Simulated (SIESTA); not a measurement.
The system is In2CuO4.

```
CELL_PARAMETERS angstrom
-1.97850 1.97850 6.04000
1.97850 -1.97850 6.04000
1.97850 1.97850 -6.04000
ATOMIC_POSITIONS crystal
In 0.64710 0.64710 0.00000
In 0.35290 0.35290 0.00000
Cu 0.00000 0.00000 0.00000
O 0.25000 0.75000 0.50000
O 0.75000 0.25000 0.50000
O 0.00000 0.50000 0.50000
O 0.50000 0.00000 0.50000
```

```yaml
Program: SIESTA 5.4.2
Task: single point
Functional: PBE
Potentials_or_basis: PseudoDojo 0.4 standard (PBE files)
Basis: DZP (energy shift 0.003 Ry; two zetas on semicore shells)
Grid_cutoff: 800 Ry
Energy_shift: 0.003 Ry
k_mesh: 9 × 9 × 9
Occupations: fermi-dirac, width 0.05 eV
Spin: no spin polarisation
```

On this cell: pressure -12.5 GPa; largest force 1.295 eV/Å; band gap on the k mesh none (metal or under the smearing width).

The same run follows on a disturbed copy (atoms moved at random, drawn with an rms of 0.05 Å):

```
In Cu O
1.0
    -1.97850    1.97850    6.04000
     1.97850   -1.97850    6.04000
     1.97850    1.97850   -6.04000
In Cu O
2 1 4
Direct
  0.65464 0.64288 0.00554
  0.34851 0.36048 0.99962
  0.99203 0.99383 0.99298
  0.25824 0.75310 0.50914
  0.74413 0.25769 0.49860
  0.00683 0.51182 0.51419
  0.50830 0.00691 0.50842
```

Task: What does the disturbed cell give?

Result: The energy (extrapolated to zero smearing) moves by +12.2 meV/atom; pressure -12.4 GPa; largest force 1.529 eV/Å; band gap on the k mesh none (metal or under the smearing width).

Forces on the atoms (eV/Å):
```
In   0.095 -0.125  1.426
In  -0.064  0.016 -1.528
Cu   0.547  0.450  0.099
O    0.079 -0.273  0.041
O   -0.145  0.283  0.039
O   -0.563  0.019 -0.042
O    0.053 -0.369 -0.036
```

Stress tensor (GPa, compression positive):
```
-11.67  -0.03  -0.37
 -0.03 -11.90   0.01
 -0.37   0.01 -13.77
```

Caveats: short orbitals over semicore shells can move pressures by several GPa; the basis of atomic orbitals isn't converged, which shifts pressures, moduli and gaps; an odd number of electrons without spin polarisation forces a metal; a magnetic or distorted state may lie lower; the run has no spin polarisation, though such a crystal can be magnetic; semilocal functionals often make such compounds metallic where correlation or magnetic order opens a gap, which also shifts bond lengths.
